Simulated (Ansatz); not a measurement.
# TaBi: pressure up to the limit of the methods

One table from this session's results is given with a row withheld; the runs are named, their logs left out.

Program: Ansatz 0.2.0. Level of theory: DFT LDA, with the methods named in each step. These are calculated values, not measurements.

1 further run of the same task is left out (it didn't finish). Runs told in other sessions of the task aren't counted.

## The system as given

It takes space group Fm-3m (No. 225, cubic). Conventional cell: a = 5.940 Å, b = 5.940 Å, c = 5.940 Å, α = 90.00°, β = 90.00°, γ = 90.00°. Ta (site symmetry m-3m) has 6 Bi at 2.97 Å in its first shell of neighbours. Bi (site symmetry m-3m) has 6 Ta at 2.97 Å in its first shell of neighbours.

As a file:

```
CELL_PARAMETERS angstrom
0.00000 2.97001 2.97001
2.97001 0.00000 2.97001
2.97001 2.97001 0.00000
ATOMIC_POSITIONS crystal
Ta 0.00000 0.00000 0.00000
Bi 0.50000 0.50000 0.50000
```

Whether this phase is the stable one at these pressures isn't tested.

Atoms are numbered in the order of the input: Ta1, Bi2.

The first run:

input.yaml reads:

```yaml
crystal:
  lattice:
    - [0.0, 2.970008718, 2.970008718]
    - [2.970008718, 0.0, 2.970008718]
    - [2.970008718, 2.970008718, 0.0]
  atoms:
    - { symbol: Ta, position: [0.0, 0.0, 0.0] }
    - { symbol: Bi, position: [0.5, 0.5, 0.5] }
kpoints:
  mp_grid: { grid: [11, 11, 11] }
scf:
  occupations: { method: fermi_dirac, width: 0.08 }
hamiltonian:
  xc: lda
  pseudopotentials: { kind: paw }
output:
  forces: true
  stress: true
  write_density: true
  write_potential: true
  elf: true
  volumetric_format: npy
relax:
  f_tol: 0.005
  max_steps: 40
  cell: {}
```

Command:

```bash
> ansatz run input.yaml --threads 1 --pin off --max-ram 2048MiB --backend cpu --events-out ev --progress --plain --runs-dir out
```

Steps of the session up to this table: Cell relaxed at zero pressure, PAW; Volume scaled by 1, PAW; Volume scaled by 0.95, PAW; Volume scaled by 0.85, PAW; Volume scaled by 0.75, PAW; Volume scaled by 0.65, PAW; Volume scaled by 0.55, PAW; Volume scaled by 0.45, PAW; Volume scaled by 0.4, PAW; Volume scaled by 0.4, PAW (source ansatz).

One of the session's tables, all rows but one given; the rest of the session is left out.

| method | volume over the first | volume (Å³/atom) | pressure (GPa) |
| --- | --- | --- | --- |
| PAW | 1 | 23.166 | -0.05 |
| PAW | 0.95 | 22.008 | 6.67 |
| PAW | 0.85 | 19.691 | 27.51 |
| PAW | 0.75 | 17.375 | 64.86 |
| PAW | 0.65 | ? | ? |
| PAW | 0.55 | 12.741 | 266.95 |
| PAW | 0.45 | 10.425 | 543.22 |
| PAW | 0.4 | 9.266 | 797.37 |
| PAW (source ansatz) | 0.4 | 9.266 | 789.02 |

Estimate the missing values for PAW, 0.65.

As computed: volume (Å³/atom): 15.058; pressure (GPa): 133.74. In the column «volume (Å³/atom)» it lies between PAW, 0.55 (12.741) and PAW, 0.75 (17.375).
